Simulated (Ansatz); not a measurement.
A run of Ansatz 0.2.0:

Contents of input.yaml:

```yaml
crystal:
  lattice:
    - [4.00294434, 0.0, 0.0]
    - [0.0, 4.00294434, 0.0]
    - [0.0, 0.0, 4.00294434]
  atoms:
    - { symbol: Bi, position: [0.5, 0.5, 0.5] }
    - { symbol: S, position: [0.0, 0.0, 0.0] }
kpoints:
  mp_grid: { grid: [7, 7, 7] }
scf:
  occupations: { method: fermi_dirac, width: 0.05 }
hamiltonian:
  xc: pbe
  pseudopotentials: { kind: all_electron, datasets: crystal }
output:
  forces: true
  stress: true
  eigenvalues: true
  dos: { projected: false, de: 0.2, e_range: [-10, 8] }
```

Potentials or basis: all-electron PAW datasets made for the crystal.

Run with:

```console
$ ansatz run input.yaml --threads 1 --pin off --max-ram 3072MiB --backend cpu --events-out ev --progress --plain --runs-dir out
```

Hardware: 1 thread of Arm Neoverse V1, with other jobs on the host.

Question: Estimate the wall time of this run.

Answer: Wall time 3.7 s on 1 thread of Arm Neoverse V1, with other jobs on the host, peak memory 0.38 GiB. Counts: scf iterations 9, plane waves 619, k points 20, bands 15.
